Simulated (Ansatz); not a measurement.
# NiMoIrPdW (P3m1) in Ansatz: further runs

One crystal, NiMoIrPdW, is run at these levels: PBE+D4, r2SCAN+D4; tasks: relaxation of cell and atoms.

Program: Ansatz 0.2.0. These are calculated values, not measurements. Logs are shortened: lines on timing, memory, paths and dates and some standing lists are left out, and cuts for length are marked.

## Step 1: The structure

It takes space group P3m1 (No. 156, trigonal). Conventional cell: a = 2.766 Å, b = 2.766 Å, c = 11.023 Å, α = 90.00°, β = 90.00°, γ = 120.00°. Ni (site symmetry 3m) has 3 Mo at 2.60 Å and 3 Pd at 2.71 Å and 6 Ni at 2.77 Å as nearest neighbours. Around Mo (site symmetry 3m) lie 3 Ni at 2.60 Å and 6 Mo at 2.77 Å and 3 Ir at 2.82 Å. Pd (site symmetry 3m) is surrounded by 3 Ni at 2.71 Å and 3 W at 2.74 Å and 6 Pd at 2.77 Å. Ir (site symmetry 3m) is surrounded by 3 W at 2.74 Å and 6 Ir at 2.77 Å and 3 Mo at 2.82 Å. W (site symmetry 3m) is surrounded by 3 Pd at 2.74 Å and 3 Ir at 2.74 Å and 6 W at 2.77 Å.

The cell was built by a generator and needn't be a form met in nature.

## Step 2: Relaxation of cell and atoms, PBE+D4, collinear spin, ferromagnetic start

input.yaml reads:

```yaml
crystal:
  lattice:
    - [2.76609, 0.0, 0.0]
    - [-1.38305, 2.39551, 0.0]
    - [0.0, 0.0, 11.02278]
  atoms:
    - { symbol: Ni, position: [0.33333, 0.66667, 0.59711], spin: 1.0 }
    - { symbol: Mo, position: [0.0, 0.0, 0.41074], spin: 1.0 }
    - { symbol: Pd, position: [0.66667, 0.33333, 0.7952] }
    - { symbol: Ir, position: [0.66667, 0.33333, 0.19961], spin: 0.6 }
    - { symbol: W, position: [0.33333, 0.66667, 0.99734] }
hamiltonian:
  xc: pbe
  pseudopotentials: { kind: paw }
  dispersion: d4
magnetization:
  spin_polarized: true
kpoints:
  mp_grid: { grid: [8, 8, 2] }
scf:
  occupations: { method: fermi_dirac, width: 0.05 }
output:
  forces: true
  stress: true
  eigenvalues: true
relax:
  f_tol: 0.01
  max_steps: 40
  cell: { stress_tol: 0.05 }
```

Potentials or basis: Ansatz PAW.

On the command line:

```sh
$ ansatz run input.yaml --threads 8 --pin off --max-ram 20480MiB --backend cpu --events-out ev --progress --plain --runs-dir out
```

The program printed:

```text
Warning: the atoms were moved onto the symmetric positions of the space group found under crystal.symmetry.tolerance 1.0e-5 (fractional; no operation is sought that the atoms, as they stand in a round, miss by more than twice it, and no atom is moved by as much as it), and the run uses the moved positions. Before a round's move an operation carried an atom to 2.77e-5 Å from where it should land, the largest such distance. Atom 0 (counting from 0) moved farthest, by 1.60e-5 Å; the longest move in fractions of the cell, of whichever atom, is 0.47 of the tolerance, in 1 round. To run the atoms as typed, lower crystal.symmetry.tolerance until the operations that they miss are no longer found, or set crystal.symmetry.detect: false (a key that needs symmetry detection or time reversal refuses this as the deck is read). The positions used, in the order of the run's atom list: position: [0.3333333333333333, 0.6666666666666666, 0.59711]; position: [0.0, 0.0, 0.41074]; position: [0.6666666666666666, 0.3333333333333333, 0.7952]; position: [0.6666666666666666, 0.3333333333333333, 0.19961]; position: [0.3333333333333333, 0.6666666666666666, 0.99734]; The lattice was moved too: crystal.lattice keeps the space group found at crystal.symmetry.tolerance 1.0e-5 only nearly: the operation that it misses by the most changes a squared length by the fraction 6.27e-6. The run uses the lattice that is a stretch of the typed one, with no rotation, onto the one that keeps every operation to a double's rounding (on a very oblique basis the stretch itself rounds by more); the deck's lattice vector that moved farthest moved by 4.42e-6 Å. To run the lattice as typed, set crystal.symmetry.tolerance under 2.09e-6, the least fraction by which an operation that the lattice misses changes a squared length (the same key also sets how far an atom may lie from its image, so lowering it can lose operations that the atoms keep only within it), or set crystal.symmetry.detect: false, as for the atoms. crystal.lattice made exact, in Å and degrees: [[2.7660933433499673, 2.8867513458421414e-6, 0.0], [-1.3830491716749835, 2.3955056612044303, 0.0], [0.0, 0.0, 11.02278]]. Pasted over the deck's crystal.lattice, beside positions in fractional coordinates, it runs the same cell (given as lengths and angles, that cell in the form's own orientation, a rigid turn of the misfit's size from the one run here, for which a checkpoint.post_process_only pass over this run's state can be refused: where this run relaxes nothing, give such a pass this deck's own crystal.lattice, as typed; behind a relaxation, as crystal.lattice, the state's own cell, identity.cell in its checkpoint.json), and a matrix so pasted ends this notice, except on a very skew basis of the lattice, where the rounding of the pasted numbers themselves can read as a misfit: the cell is then moved again, and that move is told again. The lattice as run is in this notice's lattice.as_run_ang field (Run.prep()["deck_notices"] in Python, the deck_notice line of an events file, deck_notices of ansatz run --dry-run=json, or deck_notices in record.json in the deck's checkpoint.write directory).
Warning: RAYON_NUM_THREADS=8 ignored (pool sized by the plan → 8); use --threads N
Engine: ansatz 0.2.0, x86_64-unknown-linux-gnu
Pseudopotentials: kind: paw
Pseudopotential: Ni, paw, valence charge 18, recommended cutoff 420 eV (normal), Ni.paw.azcp
Pseudopotential: Mo, paw, valence charge 14, recommended cutoff 420 eV (normal), Mo.paw.azcp
Pseudopotential: Pd, paw, valence charge 18, recommended cutoff 420 eV (normal), Pd.paw.azcp
Pseudopotential: Ir, paw, valence charge 17, recommended cutoff 420 eV (normal), Ir.paw.azcp
Pseudopotential: W, paw, valence charge 14, recommended cutoff 420 eV (normal), W.paw.azcp
Functional definition: PBE
  parameter kappa = 0.804
  parameter beta = 0.06672455060314922
  exchange = pbe_x(kappa = kappa, mu = beta*pi^2/3)
  correlation = pbe_c(beta = beta)
Crystal: 5 atoms, lattice volume = 73.039 Å³
Basis set: ecut = 420 eV, 1429 PW (Γ), exchange–correlation on 40×40×150 points (8 copies of the dense FFT grid, shifted against one another)
Bands: 51, of which v1, the nominal top of the filled ones, is band 41 counted from 1 (40 counted from 0)
Symmetry: 6 space group operations
Space group: P3m1 (ITA 156), of the structure as read, at distance tolerance 4.2e-5 Å
Magnetic group: BNS 156.49 (UNI 1279), of the structure as read, at distance tolerance 4.2e-5 Å
k-points: 20 of 128 (time reversal used)
Non-local potential: Ni, projectors of the file, l = 0: 3, l = 1: 2, l = 2: 3, l = 3: 1
Non-local potential: Mo, projectors of the file, l = 0: 3, l = 1: 2, l = 2: 2, l = 3: 1
Non-local potential: Pd, projectors of the file, l = 0: 2, l = 1: 2, l = 2: 2, l = 3: 1
Non-local potential: Ir, projectors of the file, l = 0: 3, l = 1: 2, l = 2: 2, l = 3: 1
Non-local potential: W, projectors of the file, l = 0: 3, l = 1: 2, l = 2: 2, l = 3: 1
PAW form: soft (Blöchl's): semilocal exchange-correlation on the pseudo side does not see the compensation charge
PAW one-centre angular grid: Ni, 590 points (default); XC on 64 Gauss nodes
PAW one-centre angular grid: Mo, 590 points (default); XC on 64 Gauss nodes
PAW one-centre angular grid: Pd, 590 points (default); XC on 64 Gauss nodes
PAW one-centre angular grid: Ir, 590 points (default); XC on 64 Gauss nodes
PAW one-centre angular grid: W, 590 points (default); XC on 64 Gauss nodes
Initial density: superposition of atomic densities (chi_scale 0.1, normalization cell)
Starting moments: Σ|m| = 2.6 μB on 3 of 5 sites
Initial wavefunctions: pseudopotential atomic-orbital guess
Functional: x = pbe(κ = 0.804, μ = 0.2195149727645171), c = pbe(β = 0.06672455060314922)
SCF iter   1: F=—  HF=-40099.388559 eV  |F-HF|=—  |Δ(HF+E_count)|=         —  Δρ=1.43e-1 (↑1.37e-1 ↓1.43e-1)  dr2=2.09e2  dr2_m=2.44e-1  M=1.308 μB ∫|m|=1.439 μB  β_m=0.30  ethr=3.10e-3  ⟨swp⟩=6.7  Hψ=6959  notcnv=0  defer=6
Mixer restart at iter 1: flushing history
preconditioner: auto → Kerker (q_TF=auto, 2.776 Å⁻¹)  [metal: Δε(μ)=0.023 eV  Ē_g=6.455 eV  σ=0.050 eV  W_gap=0.11  n_scr=26 (ndim 8)  ℏωp=27.8 eV  f_vac=0.000  D(μ)=4.55/eV (n_scr^D=52)]
spin=Collinear: Kerker preconditioning applied to the charge; magnetization (m = ρ↑ − ρ↓) channel mixes plain (no charge-response kernel on spin).
[... 140 lines left out ...]
SCF iter  19: F=—  HF=-40091.866387 eV  |F-HF|=—  |Δ(HF+E_count)|=    0.00e0  Δρ=1.56e-7 (↑1.56e-7 ↓1.54e-7)  dr2=1.36e-10  dr2_m=5.61e-16  M=-0.000 μB ∫|m|=0.000 μB  β_m=0.45  ethr=1.00e-12  ⟨swp⟩=1.0  Hψ=2040  notcnv=0
SCF iter  20: F=-40091.866387 eV  HF=-40091.866387 eV  |F-HF|=2.18e-11  |Δ(HF+E_count)|=  7.28e-12  Δρ=5.37e-8 (↑5.37e-8 ↓5.21e-8)  dr2=1.26e-11  dr2_m=4.49e-16  M=-0.000 μB ∫|m|=0.000 μB  ethr=1.00e-12  ⟨swp⟩=2.0  Hψ=4421  notcnv=0
the starting moments were not kept: the SCF closed with an absolute magnetisation of 1.6e-7 μB, where they sum to 2.6 μB in size (3 sites). That is at most 0.1 of that sum. Measured as dr2_m measures the in/out step, that magnetisation stands 3.8e-14 eV from none, at or under the dr2_threshold of 5.0e-11 eV: it is no larger than a step whose dr2_m would equal this threshold.
SCF 6 converged in 20 iterations: F = -40091.866387 eV  dr2 = 1.26e-11
relax step   6: F+E_penalty+E_count = -40091.86638653 eV  Δ(F+E_penalty+E_count) = +6.859e-4 eV  max|allowed force component| = 9.639e-4 eV/Å  Δτ_max = 0.0000 Å  P = +0.014 GPa  Ω = 71.537 Å³  stress off target by 1.41e-2 GPa  SCF on the basis re-selected at this cell (its energy is not comparable with the rows above)  (20 SCF iters)
basis re-selected at this cell: Δ(F+E_penalty+E_count) = +6.859e-4 eV, ΔP = +0.011 GPa vs the last step (what re-selecting the basis moved, of the pressure what is left beyond the Pulay correction that the steps carried, after the strain that the cell walked since its last selection, with what the two solves' SCF thresholds leave and, on support functions, any second-order correction that the steps lacked; it is no measure of the basis error at this ecutwfc). This SCF's stress stands 1.41e-2 GPa from its target on what of the cell is left free (relax.cell.stress_tol is 5.00e-2 GPa) and its largest allowed force component is 9.64e-4 eV/Å (relax.f_tol is 1.00e-2 eV/Å): within both
SCF converged after 20 iterations
Magnetization: -0.0000 μB (40.5000 up, 40.5000 down)
Absolute magnetization: 0.0000 μB (∫|ρ↑−ρ↓|, with the PAW one-centre terms)
Spin contamination: 0.0000 ħ² per cell (⟨S²⟩ above its minimum at these occupations)
Per-site moments (μB) at R_I (Å): [(-1.1529431789286362e-7, 1.066728251514942), (-2.0068944878372708e-8, 1.066728251514942), (-9.540035588568676e-9, 1.1094909586254107), (-5.346279518285684e-9, 1.1272022130245778), (-2.199358779931288e-9, 1.123931183990832)]
Free energy (F): -40091.866387 eV
Harris-Foulkes:  -40091.866387 eV  (|F-HF|=2.18e-11)
Internal energy: -40091.819694 eV  (E = F + TS)
E sigma→0 (E₀):  -40091.843040 eV
Entropy (-TS):   -0.046692 eV (-9.338 meV/atom)
Fermi energy:    21.584438 eV
--- Per-component energies (eV) ---
  E_band       = -629.153854
  E_kinetic    = 2312.576200
  E_local      = -8403.717479  (includes V_loc(G=0)·N_el)
  E_nonlocal   = 1069.829234
  E_hartree    = 3420.532326
  E_xc         = -973.010627
  E_vxc        = -1090.452560  (∫ρ·V_xc dr)
  E_paw        = -26368.561760  (= ΣΔE_a)
  E_vpaw       = -1358.454478  (= ΣTr[D̂ρ^β])
  E_aug_tail   = 0.000812  (compensation charges beyond the density's cutoff)
  E_ewald      = -11146.263711
  E_disp       = -3.204688  (pairwise vdW)
  E_smearing   = -0.046692  (= −TS)
  E_closure    = 0.000000  (closes the sum)
  Σ components = -40091.866387   (vs F -40091.866387, Δ=0.00e0)
--- Forces (eV/Å), atoms counted from 1 ---
  atom   1  Ni     0.00000000     0.00000000    -0.00004729
  atom   2  Mo    -0.00000000    -0.00000000    -0.00010670
  atom   3  Pd     0.00000000     0.00000000     0.00004562
  atom   4  Ir     0.00000000     0.00000000     0.00096419
  atom   5  W      0.00000000     0.00000000    -0.00085432
  max |Σ_I F_I| component: 1.50e-6 eV/Å
--- Stress (GPa, compression-positive) ---
        0.014120       0.000000       0.000000
        0.000000       0.014120      -0.000000
        0.000000      -0.000000       0.013772
  P = ⅓ Tr σ = 0.0140 GPa (0.140 kbar)
--- Band table (eV; the first three rows and the last of 40) ---
  k-point 0 ↑: bands = ["-81.4274", "-71.0394", "-63.2286", "-52.4223", "-41.9520", "-41.7337", "-41.7337", "-39.4538", "-29.0776", "-28.7198", "-28.7198", "-27.9033", "-27.6687", "-27.6687", "-16.8540", "-16.0032", "-16.0032", "-13.6229", "-12.7854", "-12.7854", "12.0447", "13.9100", "14.6255", "15.4515", "16.3732", "18.2050", "18.2050", "18.2811", "18.3276", "18.3276", "18.9554", "19.3013", "19.3013", "19.7535", "19.7535", "19.8212", "20.0536", "20.0536", "20.5180", "20.5180", "20.6480", "21.2397", "21.2397", "21.3595", "21.9470", "21.9470", "23.9771", "23.9771", "24.8893", "24.8893", "31.0451"]
  k-point 1 ↑: bands = ["-81.4274", "-71.0394", "-63.2286", "-52.4223", "-41.9520", "-41.7337", "-41.7337", "-39.4538", "-29.0776", "-28.7198", "-28.7198", "-27.9034", "-27.6687", "-27.6687", "-16.8540", "-16.0032", "-16.0032", "-13.6230", "-12.7855", "-12.7855", "12.0929", "13.6677", "14.6906", "15.6551", "16.4689", "18.2059", "18.2059", "18.3269", "18.3269", "18.3801", "18.7995", "19.2676", "19.2676", "19.6308", "19.8548", "19.8548", "20.0539", "20.1249", "20.1249", "20.2931", "20.2931", "21.3589", "21.3589", "21.9235", "21.9235", "22.1766", "23.9563", "23.9563", "24.8996", "24.8996", "30.1340"]
  k-point 2 ↑: bands = ["-81.4266", "-71.0339", "-63.2231", "-52.4054", "-41.9508", "-41.7419", "-41.7358", "-39.4236", "-29.0712", "-28.7677", "-28.7315", "-27.8923", "-27.7493", "-27.6881", "-16.8271", "-16.1975", "-16.0474", "-13.5929", "-12.9853", "-12.8307", "12.6421", "14.4759", "15.0731", "15.8797", "16.6753", "17.7220", "18.0599", "18.3099", "18.5976", "18.6121", "18.7071", "18.8515", "19.1595", "19.2820", "19.7803", "19.8419", "19.9458", "20.1660", "20.1789", "20.4833", "20.5657", "21.0048", "21.5344", "21.6933", "22.1118", "22.2865", "23.9014", "24.6494", "24.8088", "25.5617", "31.4368"]
  k-point 19 ↓: bands = ["-81.4213", "-70.9979", "-63.1873", "-52.2943", "-41.9426", "-41.7792", "-41.7646", "-39.2221", "-29.0290", "-28.9847", "-28.8990", "-28.1099", "-27.9675", "-27.8193", "-17.0317", "-16.6995", "-16.6489", "-13.8507", "-13.5051", "-13.3929", "15.9870", "16.1741", "16.6548", "16.8253", "17.2040", "17.2730", "17.5247", "17.6203", "17.9829", "18.3597", "18.4416", "18.8264", "19.2388", "19.6404", "19.9095", "20.2376", "20.8075", "21.0714", "21.5853", "21.7653", "21.9148", "22.2192", "23.2487", "23.5941", "24.0842", "26.0169", "26.4367", "27.7946", "28.2860", "28.6082", "29.9698"]
--- Relaxed structure (5 steps of the walk, 4 accepted, 1 SCFs on fresh bases) ---
  F+E_penalty+E_count = -40091.86638653 eV   max|allowed force component| = 9.639e-4 eV/Å   (the final SCF, on the basis selected at the relaxed cell)
  cell:  # Å, volume = 71.5372 Å³
    - [2.7458836623362384, 2.8656601111579634e-6, -2.479319979754782e-24]
    - [-1.3729443129025742, 2.3780035745897785, 2.0574128574316185e-18]
    - [-1.9760009293848284e-23, 9.46705421525624e-18, 10.955620192497584]
  atoms:
    - { symbol: Ni, position: [0.3333333333333333, 0.6666666666666665, 0.5967612833506182] }
    - { symbol: Mo, position: [6.856700599396304e-20, 1.3713425987199494e-19, 0.41027505437574296] }
    - { symbol: Pd, position: [0.6666666666666666, 0.3333333333333332, 0.7950887068919592] }
    - { symbol: Ir, position: [0.6666666666666666, 0.3333333333333332, 0.2005168357290924] }
    - { symbol: W, position: [0.3333333333333333, 0.6666666666666665, 0.9973581196525866] }
```

Run time: 15 s. Hardware: 8 threads of Intel Xeon 6975P-C (Granite Rapids), shared host; peak memory 0.68 GiB.

Results:

* Free energy: -40091.8664 eV
* Relaxed volume: 14.31 Å³/atom
* Relaxed cell: a = 2.746 Å, b = 2.746 Å, c = 10.956 Å, α = 90.00°, β = 90.00°, γ = 120.00°
* Space group after relaxing (to 0.05 Å): P3m1 (No. 156)
* Energy gained by relaxing: 5.2 meV/atom
* Ionic steps: 5
* Pressure after relaxing: 0.0 GPa
* Band gap on the k mesh: none (metal or under the smearing width)
* Net moment: 0.00 μB per cell
* Absolute moment: 0.00 μB per cell

The path:
```
step  energy change (eV)  largest force (eV/Å)  volume (Å³)
   1              0.0000                0.1170        73.04
   2             -0.0262                0.0359        71.66
   3             -0.0265                0.0135        71.54
   4             -0.0265                0.0009        71.54
   5             -0.0258                0.0010        71.54
```

Final structure:
```xyz
5
Lattice="2.7459 0.0000 0.0000 -1.3729 2.3780 0.0000 0.0000 0.0000 10.9556" Properties=species:S:1:pos:R:3 pbc="T T T"
Ni    0.0000    1.5853    6.5379
Mo    0.0000    0.0000    4.4948
Pd    1.3729    0.7927    8.7107
Ir    1.3729    0.7927    2.1968
W     0.0000    1.5853   10.9267
```

Caveat: the plane-wave basis is chosen anew once the cell has moved, so the energies of steps on either side of that aren't comparable; pairwise dispersion overbinds metals, which lowers pressure and volume; the starting moments weren't kept. Spin-orbit coupling is left out, which matters for the levels of Ir, W.

## Step 3: Relaxation of cell and atoms, r2SCAN+D4, collinear spin, ferromagnetic start

input.yaml: that of step 2 with these lines changed.

```diff
@@ -12,3 +12,3 @@
 hamiltonian:
-  xc: pbe
+  xc: r2scan
   pseudopotentials: { kind: paw }
@@ -25,2 +25,6 @@
   eigenvalues: true
+  write_density: true
+  write_potential: true
+  elf: true
+  volumetric_format: npy
 relax:
```

Potentials or basis: Ansatz PAW.

On the command line:

```sh
$ ansatz run input.yaml --threads 8 --pin off --max-ram 20480MiB --backend cpu --events-out ev --progress --plain --runs-dir out
```

The program printed:

```text
[... 306 lines left out ...]
```

rho_z.tsv:

```text
# z_ang	rho[e/angstrom^3]	rho_spin[e/angstrom^3]
# format = ansatz-planar-average/11
# lattice	2.740422620	0.000002860	-0.000000000
# lattice	-1.370213787	2.373274176	0.000000000
# lattice	-0.000000000	0.000000000	10.936896318
# sites	5
# site	28	-0.000001651	1.582183737	6.535220761
# site	42	-0.000000000	0.000000000	4.498447926
# site	46	1.370210484	0.791093299	8.683592629
# site	77	1.370210484	0.791093299	2.190214935
# site	74	-0.000001651	1.582183737	10.903212703
0.000000	1.645627e0	-7.725457e-4
0.136711	1.582283e0	-2.983412e-4
0.273422	1.414396e0	3.013385e-4
0.410134	1.145705e0	4.826459e-4
0.546845	8.426767e-1	2.120189e-4
0.683556	5.921284e-1	-1.475227e-4
[... 72 lines left out ...]
10.663474	1.513026e0	4.305998e-4
10.800185	1.625656e0	-5.176497e-4
```

v_z.tsv:

```text
# z_ang	v_es[eV]	v_tot_up[eV]	v_tot_dn[eV]
# format = ansatz-planar-average/11
# xc	r2scan
# density_cutoff_ev	2000
# datasets	Ni=:simpson_from_first_knot:soft:shift=0	Mo=:simpson_from_first_knot:soft:shift=0	Pd=:simpson_from_first_knot:soft:shift=0	Ir=:simpson_from_first_knot:soft:shift=0	W=:simpson_from_first_knot:soft:shift=0
# lattice	2.740422620	0.000002860	-0.000000000
# lattice	-1.370213787	2.373274176	0.000000000
# lattice	-0.000000000	0.000000000	10.936896318
# sites	5
# site	28	-0.000001651	1.582183737	6.535220761
# site	42	-0.000000000	0.000000000	4.498447926
# site	46	1.370210484	0.791093299	8.683592629
# site	77	1.370210484	0.791093299	2.190214935
# site	74	-0.000001651	1.582183737	10.903212703
0.000000	-2.299448e0	-2.113526e1	-2.116503e1
0.136711	-1.309671e0	-1.977964e1	-1.980896e1
0.273422	9.292396e-1	-1.674859e1	-1.677017e1
0.410134	4.217532e0	-1.216862e1	-1.218213e1
0.546845	8.197087e0	-6.636797e0	-6.651127e0
0.683556	1.232403e1	-1.146661e0	-1.159008e0
[... 72 lines left out ...]
10.663474	-3.235649e-1	-1.850942e1	-1.849806e1
10.800185	-1.960549e0	-2.068634e1	-2.070067e1
```

Wall time 74 s (8 threads of Arm Neoverse V2, shared host); peak memory 0.86 GiB.

Results:

```yaml
Free_energy: -40145.4312 eV
Relaxed_volume: 14.23 Å³/atom
Relaxed_cell: a = 2.740 Å, b = 2.740 Å, c = 10.937 Å, α = 90.00°, β = 90.00°, γ = 120.00°
Space_group_after_relaxing_to_0.05_Å: P3m1 (No. 156)
Energy_gained_by_relaxing: 8.0 meV/atom
Ionic_steps: 5
Pressure_after_relaxing: 0.0 GPa
Largest_force_after_relaxing: 0.005 eV/Å
Band_gap_on_the_k_mesh: none (metal or under the smearing width)
Net_moment: 0.46 μB per cell
Absolute_moment: 0.54 μB per cell
Site_moments: Ni +0.37; Mo +0.05; Pd +0.03; Ir +0.02; W +0.00 μB
```

Forces in eV/Å, atoms in the order of the input:
```
Ni   0.000  0.000 -0.003
Mo   0.000  0.000  0.005
Pd   0.000  0.000 -0.001
Ir   0.000  0.000 -0.002
W    0.000  0.000  0.002
```

The path:
```csv
step,energy change (eV),largest force (eV/Å),volume (Å³)
1,0.0000,0.0607,73.04
2,-0.0409,0.0469,71.32
3,-0.0417,0.0188,71.13
4,-0.0417,0.0046,71.13
5,-0.0400,0.0046,71.13
```

Final structure:
```
Ni Mo Pd Ir W
1.0
     2.74042    0.00000    0.00000
    -1.37021    2.37327    0.00000
     0.00000    0.00000   10.93690
Ni Mo Pd Ir W
1 1 1 1 1
Direct
  0.33333 0.66667 0.59754
  0.00000 0.00000 0.41131
  0.66667 0.33333 0.79397
  0.66667 0.33333 0.20026
  0.33333 0.66667 0.99692
```

Caveat: the magnetic or orbital state may not be the lowest; the plane-wave basis is chosen anew once the cell has moved, so the energies of steps on either side of that aren't comparable; pairwise dispersion overbinds metals, which lowers pressure and volume; the PAW data sets come from PBE, with cores solved anew for the run's functional, which leaves a small shift of forces and pressure. The run has no spin-orbit coupling, so splittings on Ir, W are missing.
